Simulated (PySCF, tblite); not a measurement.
# C4H4F4S: a rotation path, then NMR shifts on frames, part 1 of 2

Aim: move C4H4F4S (`FCC(=S)CC(F)(F)F`) away from its starting geometry and see how NMR shifts follow the geometry.

The runs use tblite 0.8.0 and PySCF 2.14.0, with density-fitted response routines of our own; the level of theory stands in each step. All values are computed, except where a source is named. Atoms are numbered from 0 throughout.

### Step 1. The molecule as given

13 atoms, charge 0, multiplicity 1; geometry from: GFN2-xTB.

Bonds of the start (Å): F0–C1 1.37, C1–C2 1.50, C2–S3 1.62, C2–C4 1.50, C4–C5 1.53, C5–F6 1.34, C5–F7 1.34, C5–F8 1.34, C1–H9 1.10, C1–H10 1.09, C4–H11 1.09, C4–H12 1.09.

### Step 2. A band between two rotamers with GFN2-xTB

Job settings and geometry (Å):

```
{"job": {"kind": "neb", "xc": "GFN2-xTB", "basis": "xTB", "atoms": [2, 4, 5, 7], "turn": 120}, "charge": 0, "multiplicity": 1}
F     -1.406565    -0.319709     1.636483
C     -1.634514     0.368043     0.476256
C     -0.791740    -0.138312    -0.654640
S     -1.247974     0.080955    -2.190720
C      0.505012    -0.803977    -0.296322
C      1.582179     0.232476     0.013176
F      1.230472     1.068673     0.997301
F      1.872318     0.994300    -1.047818
F      2.722986    -0.354502     0.392928
H     -1.393315     1.421665     0.678179
H     -2.700414     0.281882     0.241399
H      0.867654    -1.405697    -1.131638
H      0.389513    -1.425310     0.596136
```

With the program's defaults for keys left out, this is: GFN2-xTB climbing-image nudged elastic band, gas phase.

Run with:

```sh
OMP_NUM_THREADS=1 python probes_run.py task.json out
```

This one command runs all jobs of the session in turn.

Standard output:

```text
image   E - E0 / eV
  0      -0.0000
  1       0.0149
  2       0.0426
  3       0.0667
  4       0.0750
  5       0.0649
  6       0.0407
  7       0.0138
  8       0.0000
```

It took 1.6 s on 1 thread of Arm Neoverse V2, shared host.

The final band, with the dihedral C2–C4–C5–F7:

```csv
image,dihedral (°),energy (eV),energy (kcal/mol)
0,-63,0.000,0.0
1,-48,0.015,0.3
2,-33,0.043,1.0
3,-18,0.067,1.5
4,-3,0.075,1.7
5,12,0.065,1.5
6,27,0.041,0.9
7,42,0.014,0.3
8,57,0.000,0.0
```

### Step 3. NMR shieldings: image 0, PBE0/pcSseg-1

Job settings and geometry (Å):

```
{"job": {"kind": "nmr", "xc": "PBE0", "basis": "pcSseg-1", "pop": false}, "charge": 0, "multiplicity": 1}
F     -1.406600    -0.319700     1.636500
C     -1.634500     0.368000     0.476300
C     -0.791700    -0.138300    -0.654600
S     -1.248000     0.081000    -2.190700
C      0.505000    -0.804000    -0.296300
C      1.582200     0.232500     0.013200
F      1.230500     1.068700     0.997300
F      1.872300     0.994300    -1.047800
F      2.723000    -0.354500     0.392900
H     -1.393300     1.421700     0.678200
H     -2.700400     0.281900     0.241400
H      0.867700    -1.405700    -1.131600
H      0.389500    -1.425300     0.596100
```

Method: GIAO PBE0/pcSseg-1 NMR shielding, non-relativistic, gas phase.

Standard output:

```text
coarse grid: 12792 points
cycle   1  E = -951.3641858726  dE =  1.413e+00  |g| = 9.987e-01  |ddm| = 3.306e+00
cycle   2  E = -951.0758448686  dE =  2.883e-01  |g| = 1.635e+00  |ddm| = 1.665e+00
cycle   3  E = -951.5295295459  dE = -4.537e-01  |g| = 2.190e-01  |ddm| = 1.252e+00
cycle   4  E = -951.5398650517  dE = -1.034e-02  |g| = 9.569e-02  |ddm| = 3.157e-01
cycle   5  E = -951.5422749404  dE = -2.410e-03  |g| = 1.625e-02  |ddm| = 1.147e-01
cycle   6  E = -951.5423286239  dE = -5.368e-05  |g| = 3.535e-03  |ddm| = 1.594e-02
cycle   7  E = -951.5423311247  dE = -2.501e-06  |g| = 7.517e-04  |ddm| = 3.170e-03
final grid: 124488 points
cycle   8  E = -951.6231091982  dE = -4.173e-05  |g| = 1.074e-02  |ddm| = 2.673e-02
cycle   9  E = -951.6230309351  dE =  7.826e-05  |g| = 2.063e-02  |ddm| = 2.825e-02
cycle  10  E = -951.6231347750  dE = -1.038e-04  |g| = 2.281e-03  |ddm| = 2.142e-02
cycle  11  E = -951.6231360134  dE = -1.238e-06  |g| = 3.935e-04  |ddm| = 2.302e-03
cycle  12  E = -951.6231360378  dE = -2.436e-08  |g| = 1.253e-04  |ddm| = 2.993e-04
cycle  13  E = -951.6231360402  dE = -2.394e-09  |g| = 3.145e-05  |ddm| = 9.528e-05
cycle  14  E = -951.6231360404  dE = -2.551e-10  |g| = 4.288e-06  |ddm| = 4.483e-05
converged SCF energy = -951.6231360404

GIAO shielding tensors (ppm)
atom      isotropic    diamagn.    paramagn.     s11        s22        s33       span
  0 F      394.535     474.043     -79.508    346.731    366.173    470.700    123.969
  1 C       90.338     240.147    -149.809     69.850     79.084    122.081     52.230
  2 C      -80.439     261.282    -341.721   -244.449   -132.099    135.232    379.681
  3 S     -606.698    1056.377   -1663.075  -2088.440   -406.544    674.890   2763.329
  4 C      130.303     250.416    -120.113    101.190    135.552    154.168     52.978
  5 C       54.782     241.013    -186.230     51.889     53.480     58.978      7.088
  6 F      253.793     475.808    -222.015    171.796    252.614    336.970    165.173
  7 F      251.132     473.430    -222.298    164.846    259.354    329.195    164.350
  8 F      246.610     470.493    -223.883    161.549    241.028    337.252    175.703
  9 H       25.763      27.585      -1.821     24.054     24.979     28.257      4.204
 10 H       25.975      27.472      -1.497     21.059     26.597     30.270      9.211
 11 H       28.029      29.613      -1.584     24.716     28.079     31.293      6.577
 12 H       26.954      29.636      -2.682     24.029     27.721     29.112      5.083
```

It took 25 s on 1 thread of Arm Neoverse V2, shared host; peak memory 0.82 GiB.

The references, computed at this level on geometries of the same kind, shield at (ppm): ¹H TMS 31.72, ¹³C TMS 186.9, ¹⁹F CFCl3 170.9, ³³S CS2 504. Their shielding less the atom's gives the shift. The references are single molecules in the gas phase, so shifts against H2O, NH3, PH3, H3PO4 or CFCl3 are not on the usual liquid scales and can be off by tens of ppm. Each atom is listed at this fixed geometry, with no averaging over motion; a spectrum would average atoms that exchange fast.

| atoms | environment | σ (ppm) | δ (ppm) |
| --- | --- | --- | --- |
| C2 | thiocarbonyl carbon | -80.4 | 267.4 |
| C5 | CF3 carbon | 54.8 | 132.1 |
| C1 | sp3 CH2 bonded to F | 90.3 | 96.6 |
| C4 | sp3 CH2 | 130.3 | 56.6 |
| H9 | hydrogen on an sp3 CH2 bonded to F | 25.76 | 5.95 |
| H10 | hydrogen on an sp3 CH2 bonded to F | 25.98 | 5.74 |
| H12 | hydrogen on an sp3 CH2 | 26.95 | 4.76 |
| H11 | hydrogen on an sp3 CH2 | 28.03 | 3.69 |
| F8 | fluorine of a CF3 group | 246.6 | -75.7 |
| F7 | fluorine of a CF3 group | 251.1 | -80.2 |
| F6 | fluorine of a CF3 group | 253.8 | -82.8 |
| F0 | fluorine on an sp3 carbon | 394.5 | -223.6 |
| S3 | thione sulfur | -607 | 1110 |

The fields below are evaluated on a grid from the run's orbitals.

Frontier orbitals at PBE0/pcSseg-1, with the share of their density that lies nearest to each atom:

| orbital | energy (eV) | lies on |
| --- | --- | --- |
| HOMO | -7.16 | S3 82 % |
| LUMO | -2.90 | S3 42 %; C2 41 % |

ELF in a plane through or near 4 of the atoms.

Values, 10 rows by 14 columns:
```
0.00 0.00 0.00 0.00 0.00 0.00 0.00 0.00 0.00 0.00 0.00 0.00 0.00 0.00
0.00 0.00 0.00 0.00 0.00 0.00 0.00 0.00 0.00 0.00 0.00 0.00 0.00 0.00
0.00 0.00 0.00 0.00 0.00 0.12 0.11 0.00 0.00 0.01 0.00 0.00 0.00 0.00
0.00 0.00 0.10 0.46 0.04 0.60 0.76 0.03 0.11 0.12 0.03 0.00 0.00 0.00
0.00 0.00 0.46 0.87 0.75 0.28 0.21 0.01 0.33 0.16 0.69 0.83 0.03 0.00
0.00 0.00 0.22 0.42 0.24 0.79 0.70 0.73 0.78 0.64 0.99 1.00 0.09 0.00
0.00 0.00 0.00 0.00 0.01 0.19 0.20 0.55 0.86 0.31 0.03 0.01 0.00 0.00
0.00 0.00 0.00 0.00 0.00 0.01 0.13 0.86 0.35 0.85 0.68 0.12 0.00 0.00
0.00 0.00 0.00 0.00 0.00 0.00 0.52 0.86 0.79 0.49 0.24 0.01 0.00 0.00
0.00 0.00 0.00 0.00 0.00 0.00 0.00 0.07 0.06 0.01 0.00 0.00 0.00 0.00
```
The map spans 10.7 Å across and 9.6 Å up, centred on the molecule. Atoms in the plane (x, y in Å): C1 (1.7, 0.4), C2 (0.7, -0.7), C5 (-1.5, 0.3), H10 (2.7, 0.0).

On the surface of density 0.002 e/bohr³ the electrostatic potential runs, from the 1st to the 99th percentile, from -0.64 V near F0 to 1.25 V near H11.

### Step 4. Shielding tensors: image 2, PBE0/pcSseg-1

Job settings and geometry (Å):

```
{"job": {"kind": "nmr", "xc": "PBE0", "basis": "pcSseg-1", "pop": false}, "charge": 0, "multiplicity": 1}
F     -1.428200    -0.154200     1.609200
C     -1.642200     0.427100     0.389700
C     -0.782700    -0.182500    -0.674500
S     -1.214400    -0.118300    -2.231600
C      0.503200    -0.819100    -0.233400
C      1.586700     0.221600     0.060700
F      1.539200     0.668800     1.320100
F      1.504800     1.301900    -0.727100
F      2.808100    -0.293900    -0.122200
H     -1.405400     1.495900     0.495900
H     -2.704200     0.316100     0.147900
H      0.880900    -1.479700    -1.015400
H      0.349900    -1.383100     0.691400
```

With the program's defaults for keys left out, this is: GIAO PBE0/pcSseg-1 NMR shielding, non-relativistic, gas phase.

Standard output:

```text
coarse grid: 12792 points
cycle   1  E = -951.3613733481  dE =  1.411e+00  |g| = 1.002e+00  |ddm| = 3.310e+00
cycle   2  E = -951.0722169816  dE =  2.892e-01  |g| = 1.639e+00  |ddm| = 1.681e+00
cycle   3  E = -951.5277147843  dE = -4.555e-01  |g| = 2.186e-01  |ddm| = 1.265e+00
cycle   4  E = -951.5380023087  dE = -1.029e-02  |g| = 9.613e-02  |ddm| = 3.173e-01
cycle   5  E = -951.5404351789  dE = -2.433e-03  |g| = 1.636e-02  |ddm| = 1.157e-01
cycle   6  E = -951.5404896193  dE = -5.444e-05  |g| = 3.546e-03  |ddm| = 1.590e-02
cycle   7  E = -951.5404921360  dE = -2.517e-06  |g| = 7.654e-04  |ddm| = 3.210e-03
final grid: 124488 points
cycle   8  E = -951.6207558802  dE = -4.125e-05  |g| = 1.050e-02  |ddm| = 2.708e-02
cycle   9  E = -951.6206787623  dE =  7.712e-05  |g| = 2.033e-02  |ddm| = 2.828e-02
cycle  10  E = -951.6207807601  dE = -1.020e-04  |g| = 2.187e-03  |ddm| = 2.140e-02
cycle  11  E = -951.6207819017  dE = -1.142e-06  |g| = 3.764e-04  |ddm| = 2.197e-03
cycle  12  E = -951.6207819234  dE = -2.178e-08  |g| = 1.276e-04  |ddm| = 2.908e-04
cycle  13  E = -951.6207819259  dE = -2.428e-09  |g| = 3.104e-05  |ddm| = 9.138e-05
cycle  14  E = -951.6207819261  dE = -2.483e-10  |g| = 4.224e-06  |ddm| = 4.583e-05
converged SCF energy = -951.6207819261

GIAO shielding tensors (ppm)
atom      isotropic    diamagn.    paramagn.     s11        s22        s33       span
  0 F      394.248     474.141     -79.893    346.117    366.078    470.548    124.431
  1 C       91.055     240.399    -149.344     69.969     79.260    123.937     53.968
  2 C      -80.188     260.948    -341.136   -245.356   -130.726    135.519    380.875
  3 S     -596.709    1056.353   -1653.062  -2049.212   -406.256    665.341   2714.553
  4 C      129.098     250.441    -121.343    100.885    132.525    153.884     52.999
  5 C       55.168     240.622    -185.454     51.510     52.656     61.338      9.829
  6 F      244.645     474.354    -229.709    164.117    233.376    336.442    172.325
  7 F      250.282     474.912    -224.629    166.737    259.830    324.281    157.545
  8 F      239.924     470.191    -230.267    160.865    221.822    337.084    176.219
  9 H       25.847      27.603      -1.757     24.037     25.038     28.465      4.428
 10 H       25.981      27.472      -1.492     21.066     26.583     30.294      9.228
 11 H       27.902      29.894      -1.992     24.372     28.362     30.972      6.601
 12 H       26.885      29.472      -2.587     24.314     27.634     28.709      4.395
```

Run time: 20 s. Hardware: 1 thread of Arm Neoverse V2, shared host; peak memory 0.87 GiB.

In short: δ C2 267.1, C5 131.8, C1 95.9, C4 57.8, H9 5.87, H10 5.74 ppm.

(Continued in part 2 of 2.)
